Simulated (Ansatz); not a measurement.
Task: an all-electron LAPW single point of Tl, space group Im-3m, with Ansatz 0.2.0 through its Python package. Give the script and its output. Settings: LDA, LAPW, the default cutoff (200 eV here), 5×5×5 k-points, Gaussian smearing of 0.15 eV.

```
CELL_PARAMETERS angstrom
-1.94100 1.94100 1.94100
1.94100 -1.94100 1.94100
1.94100 1.94100 -1.94100
ATOMIC_POSITIONS crystal
Tl 0.00000 0.00000 0.00000
```

The script, `lapw.py`:
```python
'''All-electron LAPW single point of Tl.'''

from dataclasses import dataclass
import json
import warnings

import ansatz as az
import numpy as np


@dataclass
class RunConfig:
    functional: str = 'LDA'
    kgrid: tuple[int, ...] = (5, 5, 5)
    occupations: str = 'gaussian'
    tolerance: float = 1e-05


settings = RunConfig()


def main() -> None:
    cell = (
        az.Lattice.from_parameters(3.361911, 3.361911, 3.361911, alpha=109.47122, beta=109.47122, gamma=109.47122)
        .atom('Tl', (0.0, 0.0, 0.0))
    )

    calc = (
        cell.calculation()
        .functional(settings.functional)
        .kpoints(*settings.kgrid, center='gamma')
        .occupations(settings.occupations, width=150 * az.meV)
        .scf(tolerance=settings.tolerance)
        .pseudopotentials('all_electron', lapw=True, relativity='none')
        .stress()
    )
    with warnings.catch_warnings(record=True) as caught:
        warnings.simplefilter('always')
        outcome = calc.run(threads=1)
    print('warnings raised:', sorted(w.category.__name__ for w in caught) or 'none')
    summary = outcome.report

    energy = summary['free_energy_ev']
    print('Tl: {:.6f} eV = {:.6f} Ry = {:.6f} Ha'.format(energy, energy / 13.605693, energy / 27.211386))
    print('Fermi level {:.4f} eV, {} k-points, {} symmetry operations'.format(summary['fermi_energy_ev'], summary['n_kpoints'], summary['n_symmetry_ops']))

    keep = ['free_energy_ev', 'energy_sigma0_ev', 'fermi_energy_ev', 'n_iterations', 'converged', 'magnetization_mub', 'n_kpoints']
    with open('tl.json', 'w') as handle:
        json.dump({key: summary[key] for key in keep}, handle, indent=1)

    # the stress is positive in compression
    sigma = summary['stress_gpa']
    voigt = [sigma[0][0], sigma[1][1], sigma[2][2], sigma[1][2], sigma[0][2], sigma[0][1]]
    print('stress xx yy zz yz xz xy (GPa, compression positive):', ' '.join(f'{s:.3f}' for s in voigt))
    print('P =', round(10 * float(np.mean(voigt[:3])), 2), 'kbar')

    errors = summary['lapw_basis_errors']
    print(f'estimated basis error {1000 * errors["total_ev_per_atom"]:.3f} meV/atom, target {1000 * errors["basis_error_target_ev_per_atom"]:.3f}')
    for sphere in errors['spheres']:
        print(f'  {sphere["species"]:2s} muffin-tin radius {sphere["muffin_tin_radius_ang"]:.3f} A, core shells {sphere["core_shells"]}')


if __name__ == '__main__':
    main()
```

```console
$ python lapw.py
warnings raised: ['DeckWarning']
Tl: -515847.347419 eV = -37914.081070 Ry = -18957.040535 Ha
Fermi level 16.0281 eV, 10 k-points, 48 symmetry operations
stress xx yy zz yz xz xy (GPa, compression positive): -0.389 -0.389 -0.389 0.000 -0.000 0.000
P = -3.89 kbar
estimated basis error 0.059 meV/atom, target 0.250
  Tl muffin-tin radius 1.681 A, core shells 9
```

`tl.json`, as written:
```json
{
 "free_energy_ev": -515847.34741903556,
 "energy_sigma0_ev": -515847.3377550107,
 "fermi_energy_ev": 16.02811035565096,
 "n_iterations": 5,
 "converged": true,
 "magnetization_mub": 0.0,
 "n_kpoints": 10
}
```

These settings explore the input space; cutoff and mesh may be short of convergence. For a metal this mesh is far too coarse, so the numbers only illustrate the procedure. Only differences from the Fermi energy are physical; the zero of the scale is a convention. The program warned that this SCF threshold is loose for forces or stresses. Spin-orbit coupling, which matters for elements this heavy, is left out. This isn't the structure that Tl takes at ambient conditions. Hardware and time: 1.9 s on 1 thread of Arm Neoverse V1, on a shared host, peak memory 0.29 GiB.
